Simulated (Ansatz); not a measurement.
# CH₇ClO₂Si₂: a ladder of functionals and wavefunction methods

The task here is to estimate one member of a computed series from the others.

Computed with Ansatz 0.2.0, Gaussian basis. Level: functionals in def2-TZVPP, the program's frozen cores in correlated methods.

The runs, in order: PBE-D4, r2SCAN-D4, PBE0-D4, B3LYP-D4, ωB97X-V, ωB97M-V, B2PLYP; CCSD(T)/def2-TZVPP; MP2/def2-QZVPP; extrapolation to the limit.

### The geometry

An earlier PBE0-D4 in a triple-zeta def2 set relaxation fixed the geometry.

13 atoms, charge 0, spin multiplicity 1.

Atoms are counted from 1 here; the program's logs count them from 0.

Bond lengths: O1–Si2 1.666 Å, O1–H7 0.958 Å, Si2–C3 1.859 Å, Si2–H8 1.489 Å, Si2–H9 1.486 Å, C3–Si4 1.862 Å, C3–H10 1.096 Å, C3–H11 1.095 Å, Si4–O5 1.629 Å, Si4–Cl6 2.067 Å, Si4–H12 1.476 Å, O5–H13 0.967 Å. Angles: Si2–O1–H7 118.0°, O1–Si2–C3 105.2°, O1–Si2–H8 109.6°, O1–Si2–H9 110.2°, C3–Si2–H8 111.8°, C3–Si2–H9 111.7°, H8–Si2–H9 108.3°, Si2–C3–Si4 113.7°, Si2–C3–H10 109.2°, Si2–C3–H11 108.8°, Si4–C3–H10 107.8°, Si4–C3–H11 109.6°, H10–C3–H11 107.7°, C3–Si4–O5 110.8°, C3–Si4–Cl6 106.8°, C3–Si4–H12 113.8°, O5–Si4–Cl6 111.4°, O5–Si4–H12 107.3° and more.

The first run:

Contents of in.yaml:

```yaml
crystal:
  periodic: [false, false, false]
  atoms:
    - {symbol: O, position_ang: [-1.146691, 0.881769, 1.178135]}
    - {symbol: Si, position_ang: [0.426369, 1.216808, 0.743599]}
    - {symbol: C, position_ang: [1.072509, -0.358000, -0.003067]}
    - {symbol: Si, position_ang: [-0.159005, -1.228922, -1.094019]}
    - {symbol: O, position_ang: [-1.526522, -1.559763, -0.273769]}
    - {symbol: Cl, position_ang: [-0.525719, 0.022527, -2.697428]}
    - {symbol: H, position_ang: [-1.673819, 1.593606, 1.543329]}
    - {symbol: H, position_ang: [1.203300, 1.616229, 1.948877]}
    - {symbol: H, position_ang: [0.462423, 2.339648, -0.228442]}
    - {symbol: H, position_ang: [1.355200, -1.047896, 0.800113]}
    - {symbol: H, position_ang: [1.975834, -0.130563, -0.578859]}
    - {symbol: H, position_ang: [0.335755, -2.501965, -1.654129]}
    - {symbol: H, position_ang: [-1.799633, -0.843478, 0.315630]}
basis:
  gaussian: {orbitals: def2-TZVPP}
hamiltonian: {xc: pbe, dispersion: d4}
output: {forces: true, orbitals: {seedname: orbitals}}
```

Command:

```sh
> ansatz run in.yaml --threads 2 --pin off --events-out ev --progress --plain --max-ram 32768MiB --backend cuda --devices 0, --max-vram 18GiB
```

Among the steps run: PBE-D4 (GGA); r2SCAN-D4 (meta-GGA); PBE0-D4 (hybrid); B3LYP-D4 (hybrid); ωB97X-V (range-separated); ωB97M-V (range-separated); B2PLYP (double hybrid); CCSD(T) in def2-TZVPP; MP2 in def2-QZVPP.

One of the session's tables, all rows but one given; the rest of the session is left out.

```
            method  atomisation energy (eV)
            PBE-D4                   49.795
         r2SCAN-D4                   49.637
           PBE0-D4                   49.137
          B3LYP-D4                   49.259
           ωB97X-V                   49.744
           ωB97M-V                   49.753
            B2PLYP                   48.827
     HF/def2-TZVPP                        ?
    MP2/def2-TZVPP                   49.253
   CCSD/def2-TZVPP                   47.623
CCSD(T)/def2-TZVPP                   48.306
           MP2/CBS                   50.709
       CCSD(T)/CBS                   49.761
```

Q: Estimate the row for HF/def2-TZVPP from the others.

As computed: atomisation energy (eV): 36.450. In the column «atomisation energy (eV)» it is the lowest.
